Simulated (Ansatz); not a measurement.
# ClTi: the cost of one run

Computed with Ansatz 0.2.0, Gaussian basis. Level: def2-TZVPP, core rule «outside noble gas», up to 14 orbitals frozen.

The runs, in order: UHF; CCSD(T) on ROHF; CCSD(T) on UHF; CCSDT(Q) on ROHF; CCSDT(Q) on UHF.

7 further runs of the same task are left out: 4 for a known fault of the program, 3 set aside as unsound or not needed.

### 1 The system

The geometry is a PBE0/def2-TZVP stationary point (not a proven minimum) of the parent state, kept for this charge and spin.

2 atoms, charge 1, spin multiplicity 3.

Atoms are counted from 1 here; the program's logs count them from 0.

Bond lengths: Ti1–Cl2 2.134 Å.

### 2 UHF

Input file in.yaml:

```yaml
crystal:
  periodic: [false, false, false]
  atoms:
    - {symbol: Ti, position_ang: [0.000000, 0.000000, 0.000000]}
    - {symbol: Cl, position_ang: [0.000000, 0.000000, 2.134200]}
basis:
  gaussian: {orbitals: def2-TZVPP}
total_charge: 1
magnetization: {spin_polarized: true, initial_magnetization: 2}
hamiltonian: {xc: hf}
output: {orbitals: {seedname: orbitals}}
```

Run with:

```console
$ ansatz run in.yaml --threads 1 --pin off --events-out ev --progress --plain --max-ram 4096MiB --backend cpu
```

What time and memory should one allow on 1 thread of AMD EPYC 7R13, shared host?

About 18 s, with a peak of 0.33 GiB.
